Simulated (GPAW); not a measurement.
# Cd3Se (I4/mmm) in GPAW: single point with PBE

Aim: the single point of Cd3Se with PBE.

All numbers are computed with GPAW 26.7.0; they aren't measurements. Logs are shortened: lines on timing, memory, paths and dates and some standing lists are left out, and cuts for length are marked. The log counts tension as positive stress, the text compression.

## (1) The crystal as given

It takes space group I4/mmm (No. 139, tetragonal). Conventional cell: a = 4.082 Å, b = 4.082 Å, c = 12.174 Å, α = 90.00°, β = 90.00°, γ = 90.00°. Around Cd (site symmetry 4/mmm) lie 4 Se at 2.89 Å. Around Cd (site symmetry -4m2) lie 4 Cd at 2.89 Å. Around Se (site symmetry 4/mmm) lie 4 Cd at 2.89 Å.

The cell comes from a database or a generator and needn't be the stable form of this composition.

## (2) Single point, PBE

Input file run.py:

```python
from ase import Atoms
from ase.dft.bandgap import bandgap
from ase.io import write
from ase.units import GPa
from gpaw import GPAW, PW

atoms = Atoms(['Cd', 'Cd', 'Cd', 'Se'],
              cell=[[-2.040953, 2.040953, 6.08708],
                    [2.040953, -2.040953, 6.08708],
                    [2.040953, 2.040953, -6.08708]],
              scaled_positions=[[0.5, 0.5, 0.0],
                                [0.25, 0.75, 0.5],
                                [0.75, 0.25, 0.5],
                                [0.0, 0.0, 0.0]],
              pbc=True)

calc = GPAW(mode=PW(450),
            xc='PBE',
            kpts={'size': (7, 7, 7), 'gamma': True},
            occupations={'name': 'fermi-dirac', 'width': 0.05},
            nbands=35,
            maxiter=120,
            txt='gpaw.txt')
atoms.calc = calc
energy = atoms.get_potential_energy()
forces = atoms.get_forces()
stress = atoms.get_stress()
calc.write('gs.gpw')
write('result.traj', atoms)
print(f'Energy: {energy:.6f} eV')
print('Forces (eV/A):')
print(forces.round(4))
print('Stress (GPa):', (stress / GPa).round(3))
print('Fermi level:', round(calc.get_fermi_level(), 4), 'eV')
print(f'Gap: {bandgap(calc)[0]:.4f} eV, direct: {bandgap(calc, direct=True)[0]:.4f} eV')
```

Potentials or basis: GPAW PAW data sets (gpaw-data 1.2.1), pw.

On the command line:

```sh
> OMP_NUM_THREADS=1 python run.py
```

gpaw.txt:

```text
__  _  _
 | _ |_)|_||  |
 |__||  | ||/\| - 26.7.0

Input parameters:
  mode=PW(ecut=450.00000000000006),
  kpts=MonkhorstPack(size=(7, 7, 7), gamma=True),
  maxiter=120,
  nbands=35,
  occupations=Occupations(name='fermi-dirac', width=0.05),
  xc=XC(name='PBE')

Diagonalizing LCAO Hamiltonian
Converting LCAO to pw mode

       Cd

         Cd

            Cd

       Se

Atoms  # Å, Bohr magnetons
|   | symbol |        x |        y |        z |    initial magnetic moments |
|---|--------|----------|----------|----------|-----------------------------|
| 0 |     Cd | 0.000000 | 0.000000 | 6.087080 | ( 0.0000,  0.0000,  0.0000) |
| 1 |     Cd | 2.040953 | 0.000000 | 3.043540 | ( 0.0000,  0.0000,  0.0000) |
| 2 |     Cd | 0.000000 | 2.040953 | 3.043540 | ( 0.0000,  0.0000,  0.0000) |
| 3 |     Se | 0.000000 | 0.000000 | 0.000000 | ( 0.0000,  0.0000,  0.0000) |

Unit cell  # Å
| periodic |         x |         y |         z |  lengths |     angles |
|----------|-----------|-----------|-----------|----------|------------|
|      yes | -2.040953 |  2.040953 |  6.087080 | 6.736729 | 144.729167 |
|      yes |  2.040953 | -2.040953 |  6.087080 | 6.736729 | 144.729167 |
|      yes |  2.040953 |  2.040953 | -6.087080 | 6.736729 |  50.738312 |

Number of symmetries: 16
Symmetry operations  # r_c * U_cc + t_c -> r_c
|    | kind |            matrix            |
|----|------|------------------------------|
|  0 |  σ   |  1, 1, 1,  0, 0,-1,  0,-1, 0 |
|  1 |  C4  |  1, 1, 1,  0, 0,-1, -1, 0, 0 |
|  2 |  E   |  1, 0, 0,  0, 1, 0,  0, 0, 1 |
|  3 |  σ   |  1, 0, 0,  0, 1, 0, -1,-1,-1 |
|  4 |  σ   |  0, 1, 0,  1, 0, 0,  0, 0, 1 |
|  5 |  C2  |  0, 1, 0,  1, 0, 0, -1,-1,-1 |
|  6 |  C2  |  0, 0, 1, -1,-1,-1,  1, 0, 0 |
|  7 |  S4  |  0, 0, 1, -1,-1,-1,  0, 1, 0 |
|  8 |  C4  |  0, 0,-1,  1, 1, 1,  0,-1, 0 |
|  9 |  σ   |  0, 0,-1,  1, 1, 1, -1, 0, 0 |
| 10 |  σ   |  0,-1, 0, -1, 0, 0,  1, 1, 1 |
| 11 |  C2  |  0,-1, 0, -1, 0, 0,  0, 0,-1 |
| 12 |  C2  | -1, 0, 0,  0,-1, 0,  1, 1, 1 |
| 13 |  i   | -1, 0, 0,  0,-1, 0,  0, 0,-1 |
| 14 |  S4  | -1,-1,-1,  0, 0, 1,  1, 0, 0 |
| 15 |  C2  | -1,-1,-1,  0, 0, 1,  0, 1, 0 |

BZ-sampling:
  Number of BZ points: 343
  Number of IBZ points: 40

  Monkhorst-Pack size: [7, 7, 7]
  Monkhorst-Pack shift: [0, 0, 0]

K-points  # in reciprocal-cell coordinates
|     |                                coordinates |     weight |
|-----|--------------------------------------------|------------|
|   0 | (  0.00000000,   0.00000000,   0.00000000) | 0.00291545 |
|   1 | (  0.14285714,  -0.14285714,   0.00000000) | 0.01166181 |
|   2 | (  0.14285714,  -0.14285714,   0.14285714) | 0.01166181 |
|   3 | (  0.14285714,   0.00000000,   0.00000000) | 0.02332362 |
|   4 | (  0.14285714,   0.14285714,  -0.14285714) | 0.00583090 |
|   5 | (  0.28571429,  -0.28571429,   0.00000000) | 0.01166181 |
|   6 | (  0.28571429,  -0.28571429,   0.14285714) | 0.02332362 |
|   7 | (  0.28571429,  -0.28571429,   0.28571429) | 0.01166181 |
|   8 | (  0.28571429,  -0.14285714,   0.00000000) | 0.04664723 |
|   9 | (  0.28571429,  -0.14285714,   0.14285714) | 0.02332362 |
| ... |                                            |            |
|  39 | (  0.42857143,   0.42857143,   0.42857143) | 0.02332362 |

Plane wave coefficients: 2217
Cutoff: 450.00000000000006 eV

Spin-components: 1 (collinear spins)
Bands:           35
Projectors:      23
Spin-degeneracy: 2
Datatype:        complex128

Parallelization:
  kpt:    1
  domain: 1
  band:   1

Density:
  Valence electrons: 42.0
  Components: 1
  Grid points: [35 35 35]
  Charge: 0.0  # |e|

Potential:
  Grid points: [35 35 35]

species:
  Cd:
    name:    Cadmium
    Z:       48.0
    valence: 12
    core:    36
    charge:  0.0  # [|e|]
    compensation charges:
      type: gauss
      rc: 0.38  # [Å]
      lmax: 2
    cutoffs:
      filter: 2.12  # [Å]
      core: 2.62  # [Å]
    projectors
    | kind |    occ | energy [eV] | rcut [Å] |
    |------|--------|-------------|----------|
    |   5s |  2.000 |      -5.655 |    1.191 |
    |   5p |  0.000 |      -1.186 |    1.228 |
    |   4d | 10.000 |     -11.739 |    1.164 |
    |    s |        |      21.556 |    1.191 |
    |    p |        |      26.026 |    1.228 |
    |    d |        |      15.473 |    1.164 |

    Using partial waves for Cd as LCAO basis

  Se:
    name:    Selenium
    Z:       34.0
    valence: 6
    core:    28
    charge:  0.0  # [|e|]
    compensation charges:
      type: gauss
      rc: 0.27  # [Å]
      lmax: 2
    cutoffs:
      filter: 1.77  # [Å]
      core: 2.67  # [Å]
    projectors
    | kind |    occ | energy [eV] | rcut [Å] |
    |------|--------|-------------|----------|
    |   4s |  2.000 |     -17.277 |    0.847 |
    |   4p |  4.000 |      -6.512 |    1.005 |
    |    s |        |       9.935 |    0.847 |
    |    p |        |      20.699 |    1.005 |
    |    d |        |       0.000 |    0.847 |

    Using partial waves for Se as LCAO basis

Reference energy: -522622.887140  # eV

eigensolver:
  PPCG
  Converge bands: occupied
  niter=2

density mixing:
  MSR1-Mixer
  Pratt-step length: 0.05
  Maximum mixing coefficient: 0.75
  Old densities: 10
  SVD Regularization: 0.005
  Good broyden scale: 1.0
  Trust region scale: 1.0
  Backstep threshold: 4.0
  History deletion threshold: 6.0
  Fourier metric: weight=20.0, sigma=0.015

occupation numbers:
  Fermi-Dirac:
    width: 0.0500  # eV

poisson solver:
  ecut: 3600.0000000000005  # eV

xc functional:
  name: PBE with 2 nearest neighbor stencil

convergence criteria:
- Maximum [total energy] change in last 3 cyles: 0.0005 eV / valence electron
- Maximum integral of absolute [dens]ity change: 0.0001 electrons / valence electron
- Maximum integral of absolute [eigenst]ate change: 4e-08 eV^2 / valence electron
maximum number of iterations: 120

SCF iterations
|iter     | |      energy | eigst |  dens |
|---------|-|-------------|-------|-------|
|iter:   1| |   -6.984920 | -0.50 |       |
|iter:   2| |   -6.830256 | -2.36 | -1.33 |
|iter:   3| |   -6.372293 | -1.91 | -1.37 |
|iter:   4| |   -6.365377 | -3.65 | -1.83 |
|iter:   5| |   -6.364560c| -3.77 | -2.20 |
|iter:   6| |   -6.363964c| -4.78 | -2.79 |
|iter:   7| |   -6.363954c| -5.93 | -3.22 |
|iter:   8| |   -6.363955c| -7.03 | -3.78 |
|iter:   9| |   -6.363956c| -8.07c| -4.44c|

Converged in 9 steps
Energy contributions relative to reference atoms: (reference = -522622.887140)

Energy contributions:
  Kinetic:          24.083325
  Coulomb:         -20.703329
  Zero:              0.348578
  External:          0.000000
  Xc:              -10.083669
  Entropy:          -0.017722
  Spinorbit:         0.000000
  ----------------------------
  Free energy:      -6.372817
  Extrapolated:     -6.363956

dipole moment: (-14.220648, -14.220648, -2.405740)  # |e|*Ang

Fermi level: 5.561
Eigenvalues  # (at kpt = [0.000, 0.000, 0.000])
| band index |      eig [eV] | occ [0-2] |
|------------|---------------|-----------|
|          0 |        -7.362 |     2.000 |
|        ... |               |           |
|         13 |        -2.478 |     2.000 |
|         14 |        -2.260 |     2.000 |
|         15 |        -1.817 |     2.000 |
|         16 |        -0.008 |     2.000 |
|         17 |         2.027 |     2.000 |
|         18 |         3.598 |     2.000 |
[... 8 lines left out ...]
|         27 |        13.920 |     0.000 |
|         28 |        13.921 |     0.000 |
|        ... |               |           |
|         34 |        17.467 |     0.000 |

No gap
No difference between direct/indirect transitions

Forces  # eV/Ang
|       x |        y |        z |
|---------|----------|----------|
| 0.00000 |  0.00000 | -0.00000 |  # Cd   0
| 0.00000 |  0.00000 | -0.00000 |  # Cd   1
| 0.00000 |  0.00000 |  0.00000 |  # Cd   2
| 0.00000 | -0.00000 | -0.00000 |  # Se   3

Stress tensor  # eV/Ang^3
|         x |         y |         z |
|-----------|-----------|-----------|
|  0.015183 |  0.000000 | -0.000000 |
|  0.000000 |  0.015183 | -0.000000 |
| -0.000000 | -0.000000 |  0.005539 |

# Writing to gs.gpw (mode='')
```

It took 2.2 min on 1 thread of Arm Neoverse V1, shared host; peak memory 0.27 GiB.

Results:

* Free energy: -6.3728 eV
* Pressure: -1.9 GPa
* Band gap on the k mesh: none (metal or under the smearing width)

Stress tensor (GPa, compression positive):
```
-2.43  0.00  0.00
 0.00 -2.43  0.00
 0.00  0.00 -0.89
```

Caveat: the cutoff is short for stress and forces, so pressures can be off by a GPa or more; the program warned that so skewed a cell can give wrong results.
